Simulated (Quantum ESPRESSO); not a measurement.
Input of a Quantum ESPRESSO 7.5 run:

pw.in

```
&CONTROL
  calculation = 'scf'
  prefix = 'pwscf'
  outdir = './tmp'
  pseudo_dir = './pseudo'
  tprnfor = .true.
  tstress = .true.
  disk_io = 'low'
/
&SYSTEM
  ibrav = 0
  nat = 2
  ntyp = 2
  ecutwfc = 55
  ecutrho = 440
  nbnd = 22
  input_dft = 'pbesol'
  occupations = 'smearing'
  smearing = 'fd'
  degauss = 0.00367493
  nspin = 2
  starting_magnetization(1) = 0.3889
  starting_magnetization(2) = 0
/
&ELECTRONS
  conv_thr = 4d-10
  electron_maxstep = 120
  mixing_beta = 0.3
/
ATOMIC_SPECIES
Gd   157.2500 Gd.paw.z_18.atompaw.wentzcovitch.v1.2.upf
O     15.9990 O.pbe-n-kjpaw_psl.0.1.UPF
CELL_PARAMETERS angstrom
   0.0000000000    2.7000000000    2.7000000000
   2.7000000000    0.0000000000    2.7000000000
   2.7000000000    2.7000000000    0.0000000000
ATOMIC_POSITIONS crystal
Gd     0.0000000000    0.0000000000    0.0000000000
O      0.7500000000    0.7500000000    0.7500000000
K_POINTS automatic
9 9 9 0 0 0
```

The input pp_density.in:

```
&INPUTPP
  prefix = 'pwscf'
  outdir = './tmp'
  filplot = 'density.dat'
  plot_num = 0
/
&PLOT
  nfile = 1
  filepp(1) = 'density.dat'
  iflag = 3
  output_format = 6
  fileout = 'density.cube'
/
```

The input pp_potential.in:

```
&INPUTPP
  prefix = 'pwscf'
  outdir = './tmp'
  filplot = 'potential.dat'
  plot_num = 11
/
&PLOT
  nfile = 1
  filepp(1) = 'potential.dat'
  iflag = 3
  output_format = 6
  fileout = 'potential.cube'
/
```

The input pp_spin.in:

```
&INPUTPP
  prefix = 'pwscf'
  outdir = './tmp'
  filplot = 'spin.dat'
  plot_num = 6
/
&PLOT
  nfile = 1
  filepp(1) = 'spin.dat'
  iflag = 3
  output_format = 6
  fileout = 'spin.cube'
/
```

Potentials or basis: SSSP 1.3 efficiency PBE.

Run with:

```console
$ OMP_NUM_THREADS=1 mpirun -n 2 pw.x -nk 2 -in pw.in > pw.out
$ OMP_NUM_THREADS=1 mpirun -n 1 pp.x -in pp_density.in > pp_density.out
$ OMP_NUM_THREADS=1 mpirun -n 1 pp.x -in pp_potential.in > pp_potential.out
$ OMP_NUM_THREADS=1 mpirun -n 1 pp.x -in pp_spin.in > pp_spin.out
```

(1) Estimate the absolute moment.

(2) Predict the pressure.

Results:

(1) 7.60 μB per cell.

(2) -4.2 GPa.

Caveat: the potentials were made for another functional, which shifts forces and pressure; a cell with one magnetic atom can't hold antiferromagnetic order, which such compounds often take.
